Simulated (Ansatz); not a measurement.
**AlGaH (quartet): B3LYP, CAM-B3LYP, wB97M-V over a scan of the scale of all distances, 6-31G**

How well do these functionals follow the top wave-function level for AlGaH (quartet) over a scan of the scale of all distances?

Program: Ansatz 0.2.0, Gaussian basis. Level of theory: 6-31G, all electrons in the functionals. These are calculated values, not measurements.

To be run: B3LYP, CAM-B3LYP, wB97M-V, at 0.876; 1.000; 1.135; 1.311; 1.510; 1.769; 1.989; 2.364.

12 further runs of the same task are left out: 9 that didn't finish, 3 set aside as unsound or not needed.

### Step 1. What is computed

The geometry derives from a PBE0/def2-TZVP stationary point (not a proven minimum). All distances are scaled together. No spin-orbit coupling is included. The filled d shell of Ga may be among the frozen orbitals whatever the setting's name suggests; the logs give the count.

3 atoms, charge 0, spin multiplicity 4.

Atoms are counted from 1 here; the program's logs count them from 0.

Bond lengths: Al1–Ga2 2.308 Å, Ga2–H3 1.559 Å. Angles: Al1–Ga2–H3 180.0°.

No dispersion term is added; wB97M-V holds VV10 nonlocal correlation. B3LYP takes the VWN-RPA correlation.

The geometry shown and the zero of energy belong to the point 1.000. The yardstick, FCI, and other wave-function levels (R restricted, U unrestricted, valence and pair active spaces) come from earlier runs.

### Step 2. B3LYP, 0.876

File in.yaml:

```yaml
crystal:
  periodic: [false, false, false]
  atoms:
    - {symbol: Al, position_ang: [0.000000, 0.000000, 1.803246]}
    - {symbol: Ga, position_ang: [0.000000, 0.000000, -0.218912]}
    - {symbol: H, position_ang: [0.000000, 0.000000, -1.584334]}
basis:
  gaussian: {orbitals: 6-31G}
magnetization: {spin_polarized: true, initial_magnetization: 3}
hamiltonian: {xc: {name: B3LYP}}
```

Started as:

```bash
ansatz run in.yaml --threads 1 --pin off --events-out ev --progress --plain --max-ram 2393MiB
```

After this run come: B3LYP, 1.000; B3LYP, 1.135; B3LYP, 1.311; B3LYP, 1.510; B3LYP, 1.769; B3LYP, 1.989; B3LYP, 2.364; CAM-B3LYP, 0.876; CAM-B3LYP, 1.000; CAM-B3LYP, 1.135; CAM-B3LYP, 1.311; CAM-B3LYP, 1.510; CAM-B3LYP, 1.769; CAM-B3LYP, 1.989; CAM-B3LYP, 2.364; wB97M-V, 0.876; wB97M-V, 1.000; wB97M-V, 1.135; wB97M-V, 1.311; wB97M-V, 1.510; wB97M-V, 1.769; wB97M-V, 1.989; wB97M-V, 2.364.

Q: Predict the results of all the runs planned. Wanted: span of the FCI curve; largest miss, B3LYP; largest miss, CAM-B3LYP; largest miss, wB97M-V.

**Answer**, as computed:

```
               quantity              value
  span of the FCI curve           2.356 eV
    largest miss, B3LYP  +0.475 eV (2.364)
largest miss, CAM-B3LYP  +0.552 eV (1.311)
  largest miss, wB97M-V  +0.557 eV (1.311)
```

**Reading.** Of the functionals, B3LYP keep the smallest largest miss at the points compared (at most 0.475 eV) and wB97M-V strays most (0.557 eV, at 1.311). Functionals and the yardstick converge differently with the basis, so part of each miss in 6-31G is the basis.
